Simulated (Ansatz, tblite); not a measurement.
# The cluster Ca4Se4: one state, many levels

Aim: run the singlet of the cluster Ca4Se4 at one geometry on many levels, and compare frontier levels, spin and run time.

Program: Ansatz 0.2.0, Gaussian basis. Level of theory: as each input shows. These are calculated values, not measurements.

The runs, in order: GFN1-xTB, GFN2-xTB, PBE-D4/def2-SVP, r2SCAN-D4/def2-SVP, B2PLYP/def2-SVP, B3LYP-D4/def2-SVP, HF/STO-3G, PBE-D4/def2-TZVPD, MP2/def2-SVP, RPA/def2-SVP.

16 further runs of the same task are left out: 13 that didn't finish, 3 set aside as unsound or not needed.

### 1 The relaxed structure

The singlet was relaxed beforehand with PBE0-D4/def2-SVP. At that level it is the lowest of the isomers that a small search found.

8 atoms, charge 0, spin multiplicity 1.

Bond lengths: Ca1–Se5 2.789 Å, Ca1–Se6 2.789 Å, Ca1–Se8 2.789 Å, Ca2–Se5 2.789 Å, Ca2–Se7 2.789 Å, Ca2–Se8 2.789 Å, Ca3–Se5 2.789 Å, Ca3–Se6 2.789 Å, Ca3–Se7 2.789 Å, Ca4–Se6 2.789 Å, Ca4–Se7 2.789 Å, Ca4–Se8 2.789 Å. Angles: Se5–Ca1–Se6 98.4°, Se5–Ca1–Se8 98.4°, Se6–Ca1–Se8 98.4°, Se5–Ca2–Se7 98.4°, Se5–Ca2–Se8 98.4°, Se7–Ca2–Se8 98.4°, Se5–Ca3–Se6 98.4°, Se5–Ca3–Se7 98.4°, Se6–Ca3–Se7 98.4°, Se6–Ca4–Se7 98.4°, Se6–Ca4–Se8 98.4°, Se7–Ca4–Se8 98.4°, Ca1–Se5–Ca2 81.0°, Ca1–Se5–Ca3 81.0°, Ca2–Se5–Ca3 81.0°, Ca1–Se6–Ca3 81.0°, Ca1–Se6–Ca4 81.0°, Ca3–Se6–Ca4 81.0° and more.

PBE0-D4/def2-SVP was run before; its log isn't repeated, and its numbers join the tables.

### 2 GFN1-xTB

Tight binding, by tblite at 300 K electronic temperature and without a spin-polarisation term:

```python
tblite.interface.Calculator('GFN1-xTB', numbers, positions, charge=0, uhf=0).singlepoint()
```

Energy -440.0506 eV, HOMO -7.08 eV, LUMO -3.87 eV; 0.011 s.

### 3 GFN2-xTB

Tight binding, by tblite at 300 K electronic temperature and without a spin-polarisation term:

```python
tblite.interface.Calculator('GFN2-xTB', numbers, positions, charge=0, uhf=0).singlepoint()
```

Energy -406.4065 eV, HOMO -10.48 eV, LUMO -8.51 eV; 0.019 s.

### 4 PBE-D4/def2-SVP

start.molden holds the orbitals of an earlier run on this state, given as this run's starting guess.

in.yaml reads:

```yaml
crystal:
  periodic: [false, false, false]
  atoms:
    - {symbol: Ca, position_ang: [2.067253, 0.107768, 0.795017]}
    - {symbol: Ca, position_ang: [-0.211336, 1.405112, -1.702419]}
    - {symbol: Ca, position_ang: [-0.420033, -2.065258, -0.689568]}
    - {symbol: Ca, position_ang: [-1.435890, 0.552381, 1.596970]}
    - {symbol: Se, position_ang: [1.673750, -0.643983, -1.861630]}
    - {symbol: Se, position_ang: [0.246439, -1.637888, 1.984548]}
    - {symbol: Se, position_ang: [-2.409778, -0.125583, -0.926836]}
    - {symbol: Se, position_ang: [0.489585, 2.407460, 0.803919]}
basis:
  gaussian: {orbitals: def2-SVP, initial_orbitals: start.molden}
hamiltonian: {xc: pbe, dispersion: d4}
scf: {omitted_lower_state_checks: [starts]}
output: {orbitals: {seedname: orbitals}}
```

Started as:

```console
$ ansatz run in.yaml --threads 4 --pin off --events-out ev --progress --plain --max-ram 4787MiB
```

The runs that follow: r2SCAN-D4/def2-SVP; B2PLYP/def2-SVP; B3LYP-D4/def2-SVP; HF/STO-3G; PBE-D4/def2-TZVPD; MP2/def2-SVP; RPA/def2-SVP.

Before running them: what should the planned runs give, taken together? Wanted: gap in def2-SVP, named functionals, smallest and largest; correlation energy, MP2/def2-SVP; binding an atom, functionals in def2-SVP.

**Answer**, as computed:

```
                                                quantity                                 value
gap in def2-SVP, named functionals, smallest and largest   2.99 eV (PBE-D4), 4.49 eV (PBE0-D4)
                        correlation energy, MP2/def2-SVP                             -39.34 eV
                binding an atom, functionals in def2-SVP  3.23 (B2PLYP) to 3.71 eV (r2SCAN-D4)
```

Orbital gaps of the named functionals in def2-SVP span 2.99 eV (PBE-D4) to 4.49 eV (PBE0-D4); exact exchange widens it.
